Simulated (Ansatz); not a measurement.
# Y2ZrF3: the cost of one run

Computed with Ansatz 0.2.0 (DFT PBE, scalar-relativistic, plane waves, PAW, unless a step's input says otherwise).

### 1 The starting structure

It takes space group P6/mmm (No. 191, hexagonal). The conventional cell has a = 4.912 Å, b = 4.912 Å, c = 5.627 Å, α = 90.00°, β = 90.00°, γ = 120.00°. Around Y (site symmetry -6m2) lie 3 Zr at 2.84 Å and 3 Y at 2.84 Å and 6 F at 3.15 Å. Zr (site symmetry 6/mmm) has 6 Y at 2.84 Å as nearest neighbours. Around F (site symmetry mmm) lie 4 F at 2.46 Å and 4 Y at 3.15 Å.

Coordinates:

```xyz
6
Lattice="4.9120 0.0000 0.0000 -2.4560 4.2539 0.0000 0.0000 0.0000 5.6268" Properties=species:S:1:pos:R:3 pbc="T T T"
Y     0.0000    2.8359    0.0000
Y     2.4560    1.4180    0.0000
Zr    0.0000    0.0000    0.0000
F     2.4560    0.0000    2.8134
F    -1.2280    2.1270    2.8134
F     1.2280    2.1270    2.8134
```

A structure generator made this guess: random cell by space group and Wyckoff sites (P6/mmm, No. 191). The dimensions are guesses.

### 2 The guess as it stands, on a coarse mesh

Input file input.yaml:

```yaml
crystal:
  lattice:
    - [4.91199768, 0.0, 0.0]
    - [-2.45599884, 4.25391478, 0.0]
    - [0.0, 0.0, 5.62683901]
  atoms:
    - { symbol: "Y", position: [0.33333333, 0.66666667, 0.0] }
    - { symbol: "Y", position: [0.66666667, 0.33333333, 0.0] }
    - { symbol: Zr, position: [0.0, 0.0, 0.0] }
    - { symbol: F, position: [0.5, 0.0, 0.5] }
    - { symbol: F, position: [0.0, 0.5, 0.5] }
    - { symbol: F, position: [0.5, 0.5, 0.5] }
basis:
  ecutwfc: 420
kpoints:
  mp_grid: { grid: [6, 6, 4] }
hamiltonian:
  xc: pbe
scf:
  occupations: { method: gaussian, width: 0.1 }
  lower_state_search: "off"
output:
  forces: true
  stress: true
  eigenvalues: true
```

Launch:

```sh
$ ansatz run input.yaml --threads 1 --pin off --max-ram 2560MiB --backend cpu --events-out ev --progress --plain --runs-dir out
```

**Question.** How long does this run take on 1 thread of Arm Neoverse V1, shared host, and how much memory does it need?

About 6.6 s, with a peak of 0.4 GiB.
